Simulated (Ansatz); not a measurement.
# CH2BClO: rotation by 180° about the C2–B3 bond

Method: RKS r2SCAN-D4/def2-SVP, in Ansatz 0.2.0.

### 1 The starting structure

Bond lengths: O1–C2 1.204 Å, C2–B3 1.587 Å, B3–Cl4 1.678 Å, C2–H5 1.125 Å, B3–H6 1.173 Å. Angles: O1–C2–B3 131.0°, O1–C2–H5 118.2°, B3–C2–H5 110.8°, C2–B3–Cl4 119.3°, C2–B3–H6 120.0°, Cl4–B3–H6 120.4°.

Structure file:

```xyz
6

O     1.2960   -0.7287   -1.1555
C     0.7640   -0.2908   -0.1676
B    -0.6611    0.3763    0.0390
Cl   -1.9427   -0.5694    0.5656
H     1.3338   -0.3233    0.8018
H    -0.7900    1.5359   -0.0833
```

### 2 Relaxing end A

Contents of input.yaml:

```yaml
crystal:
  periodic: [false, false, false]
  atoms:
    - { symbol: O, position_ang: [1.29599, -0.7287, -1.15545] }
    - { symbol: C, position_ang: [0.76401, -0.2908, -0.16763] }
    - { symbol: B, position_ang: [-0.66106, 0.37626, 0.03897] }
    - { symbol: Cl, position_ang: [-1.94271, -0.56936, 0.5656] }
    - { symbol: H, position_ang: [1.33376, -0.32329, 0.80178] }
    - { symbol: H, position_ang: [-0.78999, 1.53589, -0.08327] }
basis:
  gaussian: { orbitals: def2-SVP }
hamiltonian:
  xc: r2scan
  dispersion: d4
relax:
  f_tol: 0.015
  max_steps: 40
output:
  orbitals: {}
```

Launch:

```bash
$ ansatz run input.yaml --threads 1 --pin off --max-ram 2048MiB --backend cpu --events-out ev --progress --plain --runs-dir out
```

What time and memory should one allow on 1 thread of an Arm CPU, shared host?

About 50 s, with a peak of 0.16 GiB.
